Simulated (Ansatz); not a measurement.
# CrRu: the cost of one run

Program: Ansatz 0.2.0. Level of theory: DFT, LDA, PAW with Ansatz's default frozen-core files, scalar-relativistic. These are calculated values, not measurements.

## Step 1: The structure to begin with

Symmetry: P-6m2, No. 187, hexagonal system. The conventional cell has a = 2.664 Å, b = 2.664 Å, c = 4.218 Å, α = 90.00°, β = 90.00°, γ = 120.00°. Cr (site symmetry -6m2) is surrounded by 6 Ru at 2.61 Å and 6 Cr at 2.66 Å. Ru (site symmetry -6m2) has 6 Cr at 2.61 Å and 6 Ru at 2.66 Å as nearest neighbours.

As a file:

```
CELL_PARAMETERS angstrom
2.66375 0.00000 0.00000
-1.33187 2.30687 0.00000
0.00000 0.00000 4.21801
ATOMIC_POSITIONS crystal
Cr 0.66667 0.33333 0.00000
Ru 0.33333 0.66667 0.50000
```

Atoms are numbered in the order of the input: Cr1, Ru2.

## Step 2: Free moments from the typed start, PAW

Contents of input.yaml:

```yaml
crystal:
  lattice:
    - [2.6637476213, 0.0, 0.0]
    - [-1.3318738107, 2.3068731093, 0.0]
    - [0.0, 0.0, 4.218014]
  atoms:
    - { symbol: Cr, position: [0.6666666667, 0.3333333333, 0.0], spin: 3.0 }
    - { symbol: Ru, position: [0.3333333333, 0.6666666667, 0.5], spin: 1.5 }
magnetization:
  spin_polarized: true
kpoints:
  mp_grid: { grid: [12, 12, 7] }
scf:
  occupations: { method: fermi_dirac, width: 0.1 }
  lower_state_search: "off"
hamiltonian:
  xc: lda
  pseudopotentials: { kind: paw }
output:
  forces: true
  stress: true
  eigenvalues: true
  populations: true
```

On the command line:

```bash
ansatz run input.yaml --threads 1 --pin off --max-ram 3072MiB --backend cpu --events-out ev --progress --plain --runs-dir out
```

**Question.** How long does this run take on 1 thread of Arm Neoverse V1, shared host, and how much memory does it need?

About 22 s, with a peak of 0.36 GiB.
